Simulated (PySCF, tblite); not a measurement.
# C₃H₁₁NO₄Si₂: geometry, infrared bands and NMR shifts

Wanted: the infrared bands and NMR shifts of C₃H₁₁NO₄Si₂ (`CO[Si@@H](N)OCC(=O)O[SiH3]`), by calculation.

Computed with tblite 0.8.0 and PySCF 2.14.0, with density-fitted response routines of our own, on a single molecule in the gas phase. Atoms are numbered from 0 throughout.

### 1 Starting geometry

21 atoms, charge 0, multiplicity 1; geometry from: force field or distance geometry start.

Bonds of the start (Å): C0–O1 1.41, O1–Si2 1.67, Si2–N3 1.69, Si2–O4 1.64, O4–C5 1.42, C5–C6 1.54, C6–O7 1.23, C6–O8 1.35, O8–Si9 1.65, C0–H10 1.10, C0–H11 1.09, C0–H12 1.11, Si2–H13 1.47, N3–H14 1.02, N3–H15 0.99, C5–H16 1.10, C5–H17 1.09, Si9–H18 1.49, Si9–H19 1.49, Si9–H20 1.49.

### 2 Optimising the geometry with GFN2-xTB

What the job is given:

```
{"job": {"kind": "relax", "xc": "GFN2-xTB", "basis": "xTB"}, "charge": 0, "multiplicity": 1}
C     -2.623600     0.940800     0.447600
O     -1.734500     0.095800    -0.248100
Si    -1.250600    -1.310400     0.507700
N     -2.433800    -2.441400     0.101200
O      0.121400    -1.904100    -0.169000
C      0.942100    -1.036600    -0.941100
C      1.649800     0.126900    -0.217700
O      1.609300     0.331800     0.996700
O      2.335600     0.868600    -1.119200
Si     3.195800     2.214100    -0.694800
H     -2.830500     1.811200    -0.189000
H     -2.204200     1.303200     1.390300
H     -3.594800     0.446300     0.647900
H     -1.158400    -1.183600     1.964500
H     -2.085800    -3.347200     0.405600
H     -2.486500    -2.489900    -0.890900
H      1.745800    -1.659700    -1.351800
H      0.378800    -0.636400    -1.787400
H      3.798100     2.795100    -1.922500
H      4.310100     1.847900     0.225000
H      2.306800     3.244500    -0.093300
```

Launch:

```console
> OMP_NUM_THREADS=1 python probes_run.py task.json out
```

The driver reads the jobs from task.json and runs them one after another.

The program printed:

```text
step      E/eV     max force
  0    -947.83025    3.014
  1    -948.00495    3.308
  2    -948.10727    0.761
  3    -948.15807    0.493
  4    -948.21815    0.641
  5    -948.25524    0.451
  6    -948.29069    0.365
  7    -948.31143    0.302
  8    -948.32802    0.301
  9    -948.34061    0.305
 10    -948.35037    0.210
 11    -948.35772    0.192
 12    -948.36475    0.199
 13    -948.37237    0.239
 14    -948.38063    0.266
 15    -948.38821    0.211
 16    -948.39384    0.175
 17    -948.39816    0.147
 18    -948.40220    0.170
 19    -948.40664    0.168
 20    -948.41196    0.151
 21    -948.41764    0.166
 22    -948.42292    0.166
 23    -948.42779    0.150
 24    -948.43289    0.136
 25    -948.43791    0.137
 26    -948.44176    0.111
 27    -948.44432    0.110
 28    -948.44647    0.121
 29    -948.44904    0.138
 30    -948.45187    0.157
 31    -948.45435    0.123
 32    -948.45638    0.098
 33    -948.45848    0.115
 34    -948.46108    0.128
 35    -948.46387    0.126
 36    -948.46618    0.114
 37    -948.46810    0.111
 38    -948.47028    0.111
 39    -948.47306    0.143
 40    -948.47623    0.148
 41    -948.47918    0.107
 42    -948.48159    0.101
 43    -948.48319    0.080
 44    -948.48449    0.083
 45    -948.48557    0.080
 46    -948.48656    0.085
 47    -948.48755    0.076
 48    -948.48852    0.091
 49    -948.48938    0.072
 50    -948.49019    0.067
 51    -948.49107    0.080
 52    -948.49211    0.079
 53    -948.49321    0.084
 54    -948.49425    0.080
 55    -948.49535    0.074
 56    -948.49688    0.099
 57    -948.49916    0.110
 58    -948.50212    0.099
 59    -948.50488    0.091
 60    -948.50687    0.099
 61    -948.50841    0.092
 62    -948.50979    0.080
 63    -948.51095    0.097
 64    -948.51199    0.079
 65    -948.51291    0.091
 66    -948.51374    0.082
 67    -948.51451    0.060
 68    -948.51514    0.070
 69    -948.51567    0.057
 70    -948.51611    0.054
 71    -948.51648    0.049
 72    -948.51676    0.030
 73    -948.51694    0.027
 74    -948.51707    0.028
 75    -948.51719    0.025
 76    -948.51732    0.024
 77    -948.51746    0.031
 78    -948.51761    0.041
 79    -948.51777    0.043
 80    -948.51796    0.031
 81    -948.51813    0.031
 82    -948.51829    0.029
 83    -948.51842    0.027
 84    -948.51856    0.034
 85    -948.51874    0.028
 86    -948.51894    0.024
 87    -948.51914    0.025
 88    -948.51933    0.034
 89    -948.51948    0.032
 90    -948.51959    0.021
 91    -948.51969    0.023
 92    -948.51979    0.028
 93    -948.51988    0.024
 94    -948.51995    0.020
 95    -948.52001    0.020
 96    -948.52008    0.025
 97    -948.52020    0.035
 98    -948.52035    0.038
 99    -948.52051    0.029
100    -948.52066    0.030
101    -948.52080    0.035
102    -948.52100    0.045
103    -948.52127    0.060
104    -948.52158    0.066
105    -948.52184    0.060
106    -948.52202    0.045
107    -948.52213    0.026
108    -948.52222    0.024
109    -948.52232    0.031
110    -948.52244    0.031
111    -948.52258    0.036
112    -948.52268    0.019
113    -948.52273    0.017
114    -948.52277    0.013
115    -948.52279    0.011
116    -948.52280    0.009
```

Wall time 4.1 s (1 thread of Intel Xeon at 2.50GHz, shared host); peak memory 0.18 GiB.

The steps of the relaxation: (not every step is listed)

```tsv
step	energy from step 0 (eV)	largest force (eV/Å)
0	0.0000	3.0138
1	-0.1747	3.3078
2	-0.2770	0.7605
3	-0.3278	0.4926
4	-0.3879	0.6406
5	-0.4250	0.4514
6	-0.4604	0.3650
7	-0.4812	0.3022
8	-0.4978	0.3014
18	-0.5720	0.1700
28	-0.6162	0.1215
38	-0.6400	0.1114
48	-0.6583	0.0911
58	-0.6719	0.0987
68	-0.6849	0.0700
78	-0.6874	0.0412
88	-0.6891	0.0342
98	-0.6901	0.0375
108	-0.6920	0.0239
111	-0.6923	0.0357
112	-0.6924	0.0194
113	-0.6925	0.0168
114	-0.6925	0.0127
115	-0.6925	0.0111
116	-0.6925	0.0095
```

Distances of close pairs at the start and the end, largest changes first:

```tsv
bond	before (Å)	after (Å)	change (Å)
O4–C5	1.422	1.380	-0.042
O1–Si2	1.668	1.627	-0.041
Si2–N3	1.687	1.727	+0.040
C6–O8	1.354	1.318	-0.036
C5–C6	1.542	1.508	-0.034
Si9–H19	1.491	1.457	-0.033
Si9–H20	1.488	1.457	-0.031
C6–O7	1.232	1.202	-0.031
```

The final coordinates are the input of the step that follows.

### 3 Harmonic vibrations with GFN2-xTB

What the job is given:

```
{"job": {"kind": "ir", "xc": "GFN2-xTB", "basis": "xTB"}, "charge": 0, "multiplicity": 1}
C     -2.553311     0.970332     0.353506
O     -1.565536     0.145568    -0.190733
Si    -1.031790    -1.255464     0.440763
N     -2.346371    -2.374323     0.489327
O      0.080761    -1.796281    -0.631321
C      1.007556    -1.029260    -1.308181
C      1.555323     0.111852    -0.488152
O      1.254956     0.332188     0.654176
O      2.410798     0.864712    -1.150475
Si     3.080354     2.191274    -0.382401
H     -2.827334     1.709047    -0.401627
H     -2.172878     1.482238     1.239968
H     -3.433168     0.388890     0.635254
H     -0.565674    -1.186401     1.813738
H     -2.176117    -3.277020     0.897801
H     -2.898724    -2.489189    -0.346554
H      1.845334    -1.670905    -1.610566
H      0.563567    -0.596002    -2.215300
H      3.880617     2.663966    -1.503754
H      3.866445     1.727412     0.753560
H      2.016272     3.104310     0.012686
```

The program printed:

```text
mode    cm-1     km/mol
  1      24.2      0.37
  2      54.7      5.66
  3      63.6      1.14
  4      72.9      0.60
  5     102.8      1.31
  6     107.4      0.95
  7     119.8      6.55
  8     138.2     19.26
  9     154.8      0.36
 10     167.6      7.32
 11     181.7     16.95
 12     203.3     25.19
 13     258.5     16.44
 14     300.2     39.84
 15     340.8     15.49
 16     436.0     19.82
 17     526.9      1.80
 18     571.8    222.09
 19     592.0     47.17
 20     620.0     88.87
 21     659.0     44.62
 22     714.8    113.99
 23     722.5     16.37
 24     745.9    170.06
 25     759.6     23.59
 26     762.6    299.14
 27     775.9    226.64
 28     797.4    244.29
 29     800.0    214.48
 30     847.5    163.62
 31     900.4    231.65
 32     944.7     16.00
 33     955.7      4.65
 34    1135.0     36.15
 35    1140.6    188.28
 36    1156.1     76.03
 37    1172.9    357.96
 38    1186.1     23.14
 39    1221.8    211.59
 40    1303.4     82.12
 41    1411.6      0.31
 42    1421.6     12.36
 43    1477.3      2.77
 44    1490.6      2.85
 45    1531.2     57.98
 46    1764.3    369.66
 47    2313.4    308.74
 48    2323.3    156.69
 49    2331.3    202.23
 50    2352.2    230.20
 51    2874.4     19.87
 52    2905.2     27.60
 53    2953.5     36.75
 54    2966.8     39.73
 55    2977.6     34.30
 56    3470.3      2.37
 57    3526.8      0.87
```

Wall time 3.9 s (1 thread of Intel Xeon at 2.50GHz, shared host); peak memory 0.18 GiB.

Which atoms move in the most intense modes:

```tsv
cm⁻¹	km/mol	atoms
763	299.1	H13 32 %, O8 27 %, Si9 15 %
776	226.6	H20 39 %, H19 39 %
797	244.3	H19 31 %, H20 29 %, H18 29 %
900	231.7	N3 42 %, Si2 42 %
1173	358.0	O4 36 %, C5 32 %
1764	369.7	C6 62 %, O7 36 %
2313	308.7	H19 69 %, H20 27 %
2352	230.2	H13 97 %
```

### 4 NMR shieldings: PBE0/pcSseg-1

Settings changed since step 3:

```diff
@@ -1,2 +1,2 @@
-{"job": {"kind": "ir", "xc": "GFN2-xTB", "basis": "xTB"}, "charge": 0, "multiplicity": 1}
+{"job": {"kind": "nmr", "xc": "PBE0", "basis": "pcSseg-1"}, "charge": 0, "multiplicity": 1}
 C     -2.553311     0.970332     0.353506
```

Method: GIAO PBE0/pcSseg-1 NMR shielding, non-relativistic, gas phase.

The program printed:

```text
coarse grid: 18736 points
cycle   1  E = -1054.4886340356  dE =  1.638e+00  |g| = 1.274e+00  |ddm| = 4.114e+00
cycle   2  E = -1054.0245131151  dE =  4.641e-01  |g| = 2.046e+00  |ddm| = 2.233e+00
cycle   3  E = -1054.7606971567  dE = -7.362e-01  |g| = 3.047e-01  |ddm| = 1.530e+00
cycle   4  E = -1054.7758325269  dE = -1.514e-02  |g| = 1.106e-01  |ddm| = 2.573e-01
cycle   5  E = -1054.7778732179  dE = -2.041e-03  |g| = 2.223e-02  |ddm| = 7.451e-02
cycle   6  E = -1054.7779631634  dE = -8.995e-05  |g| = 7.124e-03  |ddm| = 1.873e-02
cycle   7  E = -1054.7779728253  dE = -9.662e-06  |g| = 1.510e-03  |ddm| = 5.185e-03
final grid: 172392 points
cycle   8  E = -1054.8729903147  dE = -1.622e-05  |g| = 1.665e-02  |ddm| = 2.277e-02
cycle   9  E = -1054.8729229378  dE =  6.738e-05  |g| = 2.564e-02  |ddm| = 2.373e-02
cycle  10  E = -1054.8730371107  dE = -1.142e-04  |g| = 2.597e-03  |ddm| = 1.537e-02
cycle  11  E = -1054.8730383343  dE = -1.224e-06  |g| = 4.883e-04  |ddm| = 1.819e-03
cycle  12  E = -1054.8730383748  dE = -4.053e-08  |g| = 1.355e-04  |ddm| = 4.163e-04
cycle  13  E = -1054.8730383787  dE = -3.896e-09  |g| = 2.882e-05  |ddm| = 1.169e-04
cycle  14  E = -1054.8730383789  dE = -1.610e-10  |g| = 8.070e-06  |ddm| = 2.990e-05
converged SCF energy = -1054.8730383789

GIAO shielding tensors (ppm)
atom      isotropic    diamagn.    paramagn.     s11        s22        s33       span
  0 C      134.863     241.867    -107.004    108.293    110.794    185.501     77.208
  1 O      320.597     405.059     -84.462    277.672    331.638    352.480     74.809
  2 Si     394.908     883.442    -488.534    369.724    387.348    427.653     57.929
  3 N      238.472     319.178     -80.706    211.741    229.056    274.619     62.879
  4 O      288.645     399.372    -110.727    255.763    278.915    331.258     75.496
  5 C      120.204     246.097    -125.893     95.550    102.159    162.903     67.353
  6 C        3.178     259.127    -255.949    -96.060     31.285     74.308    170.369
  7 O     -107.607     408.029    -515.636   -363.437   -241.871    282.487    645.924
  8 O      159.359     399.121    -239.762      7.049    229.315    241.714    234.665
  9 Si     388.031     879.933    -491.903    355.424    364.916    443.751     88.327
 10 H       28.016      29.291      -1.275     23.710     25.490     34.848     11.139
 11 H       27.929      30.264      -2.336     23.310     25.910     34.566     11.256
 12 H       27.815      28.097      -0.282     22.648     26.463     34.333     11.685
 13 H       26.574      33.209      -6.636     22.011     26.014     31.696      9.686
 14 H       31.192      30.317       0.875     24.820     26.750     42.008     17.188
 15 H       31.291      31.421      -0.131     24.789     27.095     41.988     17.199
 16 H       27.085      28.361      -1.276     21.842     27.010     32.402     10.560
 17 H       26.933      31.088      -4.155     22.539     26.124     32.137      9.598
 18 H       27.158      28.518      -1.359     23.522     25.751     32.202      8.680
 19 H       26.743      28.930      -2.187     23.454     25.118     31.657      8.202
 20 H       26.718      30.374      -3.656     23.128     25.938     31.086      7.958
```

Run time: 2.5 min. Hardware: 1 thread of Intel Xeon at 2.50GHz, shared host; peak memory 1.1 GiB.

Shifts follow as δ = σ(reference) − σ, with reference shieldings (ppm) from runs at the same level and on the same kind of geometry: 1H TMS 31.72, 13C TMS 186.9, 29Si TMS 349.2, 15N NH3 267.7, 17O H2O 336.1. The references are single molecules in the gas phase, so shifts against H2O, NH3, PH3, H3PO4 or CFCl3 are not on the usual liquid scales and can be off by tens of ppm. Atoms listed in one row are averaged.

```tsv
atoms	environment	σ (ppm)	δ (ppm)	δ scaled to CDCl3
C6	carbonyl carbon	3.2	183.7	177.4
C5	sp3 CH2 bonded to O, α to a carbonyl	120.2	66.7	63.2
C0	methyl carbon bonded to O	134.9	52.1	48.9
H13	hydrogen on a silicon bonded to N, 2 O	26.57	5.14	–
H18, H19, H20	hydrogen on a silicon bonded to O	26.87	4.84	–
H17	hydrogen on an sp3 CH2 bonded to O, α to a carbonyl	26.93	4.78	4.62
H16	hydrogen on an sp3 CH2 bonded to O, α to a carbonyl	27.09	4.63	4.47
H10, H11, H12	hydrogen on a methyl carbon bonded to O	27.92	3.80	3.69
H14, H15	hydrogen on a nitrogen bonded to Si	31.24	0.48	–
O7	carbonyl oxygen	-107.6	443.7	–
O8	oxygen bonded to C, Si	159.4	176.7	–
O4	oxygen bonded to C, Si	288.6	47.4	–
O1	oxygen bonded to C, Si	320.6	15.5	–
Si9	silicon bonded to O, 3 H	388.0	-38.9	–
Si2	silicon bonded to N, 2 O, H	394.9	-45.8	–
N3	nitrogen bonded to Si, 2 H	238.5	29.3	–
```

The scaled column applies a straight-line fit of computed shieldings to shifts measured in CDCl3 (root-mean-square error 0.16 ppm for H, 1.9 ppm for C).

Charges from the same density, by scheme (e):

```tsv
atoms	Mulliken	IAO	Hirshfeld	ESP fit
C0	-0.01	-0.19	-0.03	-0.17
O1	-0.67	-0.66	-0.24	-0.34
Si2	1.11	1.38	0.45	1.00
N3	-0.64	-0.86	-0.33	-1.12
O4	-0.63	-0.64	-0.23	-0.50
C5	0.15	-0.09	0.00	-0.07
C6	0.44	0.52	0.22	0.75
O7	-0.43	-0.44	-0.21	-0.52
O8	-0.58	-0.58	-0.18	-0.52
Si9	0.68	0.85	0.39	0.59
```

Mayer bond orders: C0–O1 0.90, O1–Si2 0.93, Si2–N3 1.05, Si2–O4 0.94, O4–C5 0.93, C5–C6 0.97, C6–O7 1.87, C6–O8 1.08, O8–Si9 0.83.

### 5 Outcome

| quantity | value |
| --- | --- |
| strongest single infrared mode (GFN2-xTB) | 1764 cm⁻¹, 370 km/mol |
| zero-point energy (GFN2-xTB) | 91.3 kcal/mol |
| 13C shifts against TMS (PBE0/pcSseg-1) | 183.7, 66.7, 52.1 ppm |
| 1H shifts against TMS (PBE0/pcSseg-1, means over atoms taken as alike) | 5.14, 4.84, 4.78, 4.63, 3.80, 0.48 ppm |
| 17O shifts against H2O (PBE0/pcSseg-1) | 443.7, 176.7, 47.4, 15.5 ppm |
| 29Si shifts against TMS (PBE0/pcSseg-1) | -38.9, -45.8 ppm |
| 15N shifts against NH3 (PBE0/pcSseg-1) | 29.3 ppm |

What this shows: Over 116 steps the energy fell by 0.693 eV; of the close pairs, O4–C5 changed most, 1.422 to 1.380 Å. All 57 modes are real, so the xTB geometry is a minimum. The strongest single mode, at 1764 cm⁻¹, moves mainly C6 and O7. GFN2-xTB is a fitted tight-binding method: band positions and strengths are rough. Its intensities can rank the bands wrongly. At PBE0/pcSseg-1: The largest span, 646 ppm, is at O7, where the paramagnetic term is -516 ppm.
